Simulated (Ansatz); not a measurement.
TlPt:

```
CELL_PARAMETERS angstrom
5.60500 0.00000 0.00000
-2.80250 4.85407 0.00000
0.00000 0.00000 4.63900
ATOMIC_POSITIONS crystal
Tl 0.00000 0.50000 0.00000
Tl 0.50000 0.50000 0.00000
Tl 0.50000 0.00000 0.00000
Pt 0.66667 0.33333 0.50000
Pt 0.33333 0.66667 0.50000
Pt 0.00000 0.00000 0.00000
```

```yaml
Program: Ansatz 0.2.0
Task: relaxation of cell and atoms
Functional: PBEsol
Potentials_or_basis: Ansatz PAW
Cutoff: "420 eV (not typed: the program's choice for these potentials)"
k_mesh: 6 × 6 × 6
Occupations: fermi-dirac, width 0.05 eV
Spin: no spin polarisation
```

At the start: volume 21.04 Å³/atom.

Task: Where does the relaxation end?

Result: It ends after 10 steps and the volume is 22.99 Å³/atom (+9.3 %); space group P6/mmm (No. 191, to 0.05 Å).

The path:
```csv
step,energy change (eV),largest force (eV/Å),volume (Å³)
1,0.0000,0.0000,126.21
2,-0.4782,0.0000,136.75
3,-0.6945,0.0000,136.09
4,-0.8125,0.0000,134.57
5,-0.8271,0.0000,137.86
6,-0.8288,0.0000,137.05
7,-0.8458,0.0000,137.05
8,-0.8474,0.0000,137.68
9,-0.8476,0.0000,137.95
10,-0.8479,0.0000,137.95
```

Final structure:
```cif
data_structure
_symmetry_space_group_name_H-M 'P 1'
_symmetry_Int_Tables_number 1
_cell_length_a 6.2625
_cell_length_b 6.2625
_cell_length_c 4.0616
_cell_angle_alpha 90.000
_cell_angle_beta 90.000
_cell_angle_gamma 120.000
_cell_volume 137.95
loop_
_atom_site_label
_atom_site_type_symbol
_atom_site_fract_x
_atom_site_fract_y
_atom_site_fract_z
_atom_site_occupancy
Tl1 Tl 0.00000 0.50000 0.00000 1
Tl2 Tl 0.50000 0.50000 0.00000 1
Tl3 Tl 0.50000 0.00000 0.00000 1
Pt1 Pt 0.66667 0.33333 0.50000 1
Pt2 Pt 0.33333 0.66667 0.50000 1
Pt3 Pt 0.00000 0.00000 0.00000 1
```

Caveat: the plane-wave basis is chosen anew once the cell has moved, so the energies of steps on either side of that aren't comparable; the PAW data sets come from PBE, with cores solved anew for the run's functional, which leaves a small shift of forces and pressure.
